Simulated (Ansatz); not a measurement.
What does this script print? It uses Ansatz 0.2.0 through its Python package.

Input file `geh4p.xyz`:
```text
6

P    -1.20460   -0.26820    0.60800
Ge    1.03870    0.11380    0.40130
H    -1.56050    1.11710    0.35350
H    -1.35880   -0.67640   -0.77760
H     1.78370   -1.24080    0.28890
H     1.30140    0.95450   -0.87410
```

`run_ts.py`
```python
# -*- coding: utf-8 -*-
'''Saddle point for pyramidal inversion in GeH4P(-).'''

import ansatz as az
import numpy as np


def main():
    molecule = az.Crystal.molecule_from_extxyz('geh4p.xyz')

    calc = (
        molecule.calculation()
        .basis(gaussian='def2-TZVP')
        .functional('b3lyp', dispersion='d4')
        .charge(-1)
    )
    symbols = [site.symbol for site in molecule.cartesian_sites]
    start = np.array([site.position_ang for site in molecule.cartesian_sites], dtype=float)
    summary = calc.relax(force_tolerance=0.005).run().report
    end = np.array(summary['positions_ang'])

    # start with the apex atom pushed most of the way into the plane of its neighbours
    a, b, d = end[[1, 2, 3]]
    normal = np.cross(b - a, d - a)
    normal /= np.linalg.norm(normal)
    flat = end.copy()
    flat[0] -= 0.8 * ((end[0] - a) @ normal) * normal
    guess = np.zeros_like(flat)
    guess[0] = normal
    near = az.Crystal.molecule()
    for symbol, place in zip(symbols, flat):
        near = near.atom(symbol, place.tolist())
    search = (
        near.calculation()
        .basis(gaussian='def2-TZVP')
        .functional('b3lyp', dispersion='d4')
        .charge(-1)
        .saddle(mode_guess=guess.tolist(), force_tolerance=0.01, max_steps=40)
    )
    steps = []
    top = search.session().plan().execute(on_event=lambda e: steps.append(e['data']) if e['event'] == 'saddle_step' else None).report
    for s in steps:
        print(f'step {s["step"]:2d}  E = {s["lagrangian_ev"]:.5f} eV  force {s["allowed_force_max_ev_ang"]:.4f} eV/A  curvature {s["curvature_ev_ang2"]:.3f} eV/A^2')
    print(f'minimum {summary["free_energy_ev"]:.5f} eV, saddle {top["free_energy_ev"]:.5f} eV')
    print(f'electronic barrier {96.485332 * (top["free_energy_ev"] - summary["free_energy_ev"]):.2f} kJ/mol')
    saddle = np.array(top['positions_ang'])
    print('final positions (A) and the move of each atom')
    for symbol, xyz, old in zip(symbols, saddle, end):
        print(f'{symbol:2s} {xyz[0]:10.5f} {xyz[1]:10.5f} {xyz[2]:10.5f}   {np.linalg.norm(xyz - old):7.4f}')


if __name__ == '__main__':
    main()
```

```console
$ python run_ts.py
step  1  E = -65872.71939 eV  force 7.5987 eV/A  curvature -27.986 eV/A^2
step  2  E = -65873.94185 eV  force 4.0983 eV/A  curvature -16.883 eV/A^2
step  3  E = -65874.46442 eV  force 0.9788 eV/A  curvature -10.084 eV/A^2
step  4  E = -65874.53928 eV  force 0.1943 eV/A  curvature -7.645 eV/A^2
step  5  E = -65874.54397 eV  force 0.0778 eV/A  curvature -7.798 eV/A^2
step  6  E = -65874.54536 eV  force 0.0429 eV/A  curvature -7.694 eV/A^2
step  7  E = -65874.54680 eV  force 0.0480 eV/A  curvature -7.516 eV/A^2
step  8  E = -65874.54729 eV  force 0.0359 eV/A  curvature -7.508 eV/A^2
step  9  E = -65874.54764 eV  force 0.0229 eV/A  curvature -7.550 eV/A^2
step 10  E = -65874.54773 eV  force 0.0194 eV/A  curvature -7.578 eV/A^2
step 11  E = -65874.54777 eV  force 0.0079 eV/A  curvature -7.593 eV/A^2
step 12  E = -65874.54780 eV  force 0.0004 eV/A  curvature -7.586 eV/A^2
minimum -65875.31845 eV, saddle -65874.54804 eV
electronic barrier 74.33 kJ/mol
final positions (A) and the move of each atom
P    -1.00375    0.16989   -0.04337    0.7541
Ge    1.32833    0.42523    0.46485    0.1685
H    -1.95502    0.85825    0.72531    0.3605
H    -1.80087   -0.53180   -0.97392    0.3957
H     1.70933   -1.14131    0.41656    0.1221
H     1.83114    0.66278   -1.04917    0.4820
```

Caveats:
- Total energies depend on the basis set; only differences at equal settings carry meaning.
- The energies are electronic: no zero-point or thermal terms, and the basis set is short of its limit. No separate frequency run checks the order of the saddle point.
- b3lyp holds the VWN-RPA fit, as in Gaussian; the form of ORCA and Turbomole is b3lyp5.
- Anions want diffuse functions, which this basis lacks.
- Hardware and time: 120 s on 1 thread of Intel(R) Xeon(R) 6975P-C (Granite Rapids), on a shared host, peak memory 0.31 GiB.

(A comment or docstring line of the script was reworded after the run, the code is as it ran; lines on the test bed's own set-up are left out of the output.)
